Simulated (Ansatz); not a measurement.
## Cs2NaAlF6, space group Fm-3m: a single point, step by step

With the Python package of Ansatz (0.2.0).

Interactive session:
```pycon
>>> from pathlib import Path
>>> import warnings
>>> import ansatz as az
>>> from ase.io.cube import read_cube_data
>>> from ase.units import Bohr
>>> import numpy as np
>>> FUNCTIONAL = "lda"
>>> TOLERANCE = 1e-08
>>> FILLING = "fermi_dirac"
>>> SIGMA = 0.01
>>> warnings.simplefilter("ignore", az.DeckWarning)
>>> lattice = az.Lattice.of(
...     [0.0, 4.375111, 4.375111],
...     [4.375111, 0.0, 4.375111],
...     [4.375111, 4.375111, 0.0],
... )
>>> sites = [
...     ("Cs", [0.75, 0.75, 0.75]),
...     ("Cs", [0.25, 0.25, 0.25]),
...     ("Na", [0.5, 0.5, 0.5]),
...     ("Al", [0.0, 0.0, 0.0]),
...     ("F", [0.787186, 0.212814, 0.212814]),
...     ("F", [0.212814, 0.212814, 0.787186]),
...     ("F", [0.212814, 0.787186, 0.787186]),
...     ("F", [0.212814, 0.787186, 0.212814]),
...     ("F", [0.787186, 0.212814, 0.787186]),
...     ("F", [0.787186, 0.787186, 0.212814]),
... ]
>>> xtal = az.Crystal(lattice=lattice)
>>> for symbol, position in sites:
...     xtal = xtal.atom(symbol, position)
...
>>> # settings of the run
>>> setup = xtal.calculation()
>>> setup = setup.functional(FUNCTIONAL)
>>> setup = setup.kpoints(4).scf(tolerance=TOLERANCE)
>>> setup = setup.occupations(FILLING, width=SIGMA)
>>> setup = setup.basis(38 * az.Ry)
>>> setup = setup.compute(density=True, output_files={"volumetric_format": ["cube", "npy"]}, stress=True)
>>> done = setup.run()
>>> report = done.report
>>> done.lattice.cell_ang
array([[0.      , 4.375111, 4.375111],
       [4.375111, 0.      , 4.375111],
       [4.375111, 4.375111, 0.      ]])
>>> done.unlabelled_reasons
['no_forces']
>>> for key in ("converged", "n_iterations", "n_electrons", "n_kpoints", "n_pw", "n_symmetry_ops", "free_energy_ev", "fermi_energy_ev"):
...     print(f"{key:18s} {report[key]}")
...
converged          True
n_iterations       7
n_electrons        72.0
n_kpoints          8
n_pw               4477
n_symmetry_ops     48
free_energy_ev     -17767.117486215473
fermi_energy_ev    5.025568579339032
>>> # cube files hold the density in electrons per cubic bohr
>>> folder = Path(done.write_results("cubes"))
>>> print("\n".join((folder / "rho.cube").read_text().splitlines()[: 6 + 6]))
ansatz rho
values in e/bohr^3 (x slowest, z fastest)
   10    0.000000    0.000000    0.000000
   48    0.000000    0.172245    0.172245
   48    0.172245    0.000000    0.172245
   48    0.172245    0.172245    0.000000
   55   55.000000   12.401642   12.401642   12.401642
   55   55.000000    4.133881    4.133881    4.133881
   11   11.000000    8.267762    8.267762    8.267762
   13   13.000000    0.000000    0.000000    0.000000
    9    9.000000    3.518991    8.267762    8.267762
    9    9.000000    8.267762    8.267762    3.518991
>>> values, cube_atoms = read_cube_data(str(folder / "rho.cube"))
>>> print("electrons from the file:", round(values.mean() * cube_atoms.get_volume() / Bohr ** 3, 3))
electrons from the file: 72.0
>>> # principal values and the von Mises stress of the deviator
>>> principal = np.linalg.eigvalsh(np.array(report["stress_gpa"]))
>>> mises = np.sqrt(0.5 * sum((principal[i] - principal[i - 1]) ** 2 for i in range(3)))
>>> print("principal stresses (GPa, compression positive):", np.round(principal, 3))
principal stresses (GPa, compression positive): [-5.944 -5.944 -5.944]
>>> print(f"mean {principal.mean():.3f} GPa, von Mises {mises:.3f} GPa, PV = {principal.mean() * report['setup']['cell_volume_ang3'] / 160.21766:.4f} eV")
mean -5.944 GPa, von Mises 0.000 GPa, PV = -6.2138 eV
```

Notes:
- Total energies depend on the potentials; only differences at equal settings carry meaning. A total without «per atom» is that of the cell as typed.
- The zero of the levels is a convention of the potentials, so an absolute Fermi energy is no work function.
- The program warned that this SCF threshold is loose for forces or stresses.
- In a crystal with a gap the Fermi level's place inside it depends on smearing and mesh.
- Grid values close to the nuclei reflect the PAW or pseudopotential construction, not the all-electron fields.
- At these settings the cell as given stands under about -6 GPa, so it isn't at this functional's equilibrium volume.
- This cell is a computed structure, which may not be the phase found in nature.
- The script silences the warnings on its input, which a real study should read.
- Hardware and time: 5.2 s on 1 thread of Arm Neoverse V1, with other jobs on the host, peak memory 0.56 GiB.
